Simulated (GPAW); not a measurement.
Crystal: BN.

```
B N
1.0
     0.00000    1.80750    1.80750
     1.80750    0.00000    1.80750
     1.80750    1.80750    0.00000
B N
1 1
Cartesian
  0.0000 0.0000 0.0000
  2.7113 2.7113 2.7113
```

Base run:

```yaml
Program: GPAW 26.7.0
Functional: GLLB-SC
Potentials_or_basis: the program's PAW data sets (release 1.2.1) made for this functional
Cutoff: 800 eV
Basis: pw
k_mesh: 13 × 13 × 13
Occupations: fermi-dirac, width 0.05 eV
Spin: no spin polarisation
```

Its results: band gap on the k mesh, kohn-sham part alone 5.09 eV, indirect (least direct gap 9.74 eV).

Task: The run is repeated on the same cell with these changes: functional from GLLB-SC to LDA. What comes out?

Result: Band gap on the k mesh 4.43 eV, indirect (least direct gap 8.70 eV).

Caveats: a model potential gives levels but no total energy (some runs); an odd mesh through Γ misses points on the zone boundary, where band edges often lie (some runs).
